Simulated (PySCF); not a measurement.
# H4S4Tm (Tm(SH)4-): the cost of one run

Method: PBE0, Tm lcecp-1-SVP with ECP58, S def2-SVP, H def2-SVP; scalar-relativistic core potentials, no spin–orbit coupling; program: PySCF 2.14.0.

1 further run of the same task is left out (for a known fault of the program).

**1. Starting geometry**

9 atoms, charge -1, spin multiplicity 1.

Bond lengths: Tm1–S2 2.669 Å, Tm1–S4 2.669 Å, Tm1–S6 2.669 Å, Tm1–S8 2.669 Å, S2–H3 1.341 Å, S4–H5 1.341 Å, S6–H7 1.341 Å, S8–H9 1.341 Å. Angles: S2–Tm1–S4 109.5°, S2–Tm1–S6 109.5°, S2–Tm1–S8 109.5°, S4–Tm1–S6 109.5°, S4–Tm1–S8 109.5°, S6–Tm1–S8 109.5°, Tm1–S2–H3 104.2°, Tm1–S4–H5 104.2°, Tm1–S6–H7 104.2°, Tm1–S8–H9 104.2°.

Geometry (Å):

```xyz
9

Tm    0.00000    0.00000    0.00000
S     1.54120    1.54120    1.54120
H     2.65100    0.81250    1.73180
S    -1.54120   -1.54120    1.54120
H    -2.65100   -0.81250    1.73180
S     1.54120   -1.54120   -1.54120
H     0.81250   -2.65100   -1.73180
S    -1.54120    1.54120   -1.54120
H    -0.81250    2.65100   -1.73180
```

Formal oxidation states: Tm +3. Each metal's 12 4f electrons lie in its core potential, so multiplicities, spins and levels count the valence alone.

**2. SCF at the start, singlet**

File run.py (the lines that set the calculation):

```python
mol = gto.M(atom='''
Tm     0.00000     0.00000     0.00000
S      1.54120     1.54120     1.54120
H      2.65100     0.81250     1.73180
S     -1.54120    -1.54120     1.54120
H     -2.65100    -0.81250     1.73180
S      1.54120    -1.54120    -1.54120
H      0.81250    -2.65100    -1.73180
S     -1.54120     1.54120    -1.54120
H     -0.81250     2.65100    -1.73180''',
    basis={'Tm': 'lcecp-1-SVP', 'S': 'def2-SVP', 'H': 'def2-SVP'},
    ecp={'Tm': 'lcecp-1-SVP'},
    charge=-1, spin=0)
mf = dft.RKS(mol, xc='PBE0')
mf.grids.atom_grid = (50, 194)  # f atoms: unpruned, at least (60, 302)
mf = mf.density_fit()  # fitting sets: Tm AutoAux, S def2-universal-JKFIT, H def2-universal-JKFIT
mf.conv_tol = 1e-08; mf.max_cycle = 55
mf.kernel(dm0)  # dm0: free metal ions and neutral atoms
```

Run with:

```bash
OMP_NUM_THREADS=2 python run.py
```

What time and memory should one allow on 2 threads of Arm Neoverse V2, shared host?

About 5.1 s, with a peak of 0.69 GiB.
